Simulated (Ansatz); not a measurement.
# InH2O radical (SMILES [OH][InH]): single points off equilibrium

One table from this session's results is given with a row withheld; the runs are named, their logs left out.

Program: Ansatz 0.2.0, Gaussian basis. Level of theory: single points in def2-TZVPP. These are calculated values, not measurements.

Correlated methods freeze the cores. Filled d shells of the heavier atoms are correlated. Core potentials replace the inner electrons past krypton, and spin-orbit coupling is left out. Orbitals are unrestricted.

## Starting geometry

SMILES `[OH][InH]`, 4 atoms, charge 0, spin multiplicity 2.

Atoms are counted from 1 here; the program's logs count them from 0.

Bond lengths: O1–In2 2.006 Å, O1–H3 0.955 Å, In2–H4 2.049 Å. Angles: In2–O1–H3 134.5°, O1–In2–H4 107.4°.

Geometry (Å):

```xyz
4
charge 0, multiplicity 2
O    -0.1669   -0.9814    0.3153
In    0.7014    0.7942   -0.0249
H     0.0793   -1.7643    0.8035
H    -0.5925    1.8999   -1.1666
```

The first run:

run/in.yaml reads:

```yaml
crystal:
  periodic: [false, false, false]
  atoms:
    - {symbol: O, position_ang: [-0.166900, -0.981400, 0.315300]}
    - {symbol: In, position_ang: [0.701400, 0.794200, -0.024900]}
    - {symbol: H, position_ang: [0.079300, -1.764300, 0.803500]}
    - {symbol: H, position_ang: [-0.592500, 1.899900, -1.166600]}
basis:
  gaussian: {orbitals: def2-TZVPP}
magnetization: {spin_polarized: true, initial_magnetization: 1}
correlation: {method: ccsd_t}
scf: {omitted_lower_state_checks: [cluster_reference]}
output: {forces: true}
```

The command line of these runs was not kept.

Steps of the session up to this table: CCSD(T)/def2-TZVPP; PBE0-D4/def2-TZVPP; wB97M-V/def2-TZVPP; r2SCAN-D4/def2-TZVPP; PBE-D4/def2-TZVPP; BHLYP-D4/def2-TZVPP; LC-wPBE/def2-TZVPP.

One of the session's tables, all rows but one given; the rest of the session is left out.

```
   method  RMS force component (eV/Å)  angle to CCSD(T) forces (°)  dipole (D)
  CCSD(T)                       0.541                    reference        2.19
  PBE0-D4                       0.477                          4.2        2.17
  wB97M-V                       0.561                          4.5        2.24
r2SCAN-D4                       0.470                          6.6        2.05
   PBE-D4                       0.501                         30.7        1.98
 BHLYP-D4                       0.484                         27.2        2.36
  LC-wPBE                           ?                            ?           ?
```

Q: Estimate the row for LC-wPBE from the others.

The run gave: RMS force component (eV/Å): 0.648; angle to CCSD(T) forces (°): 11.4; dipole (D): 2.35. In the column «RMS force component (eV/Å)» it is the highest.
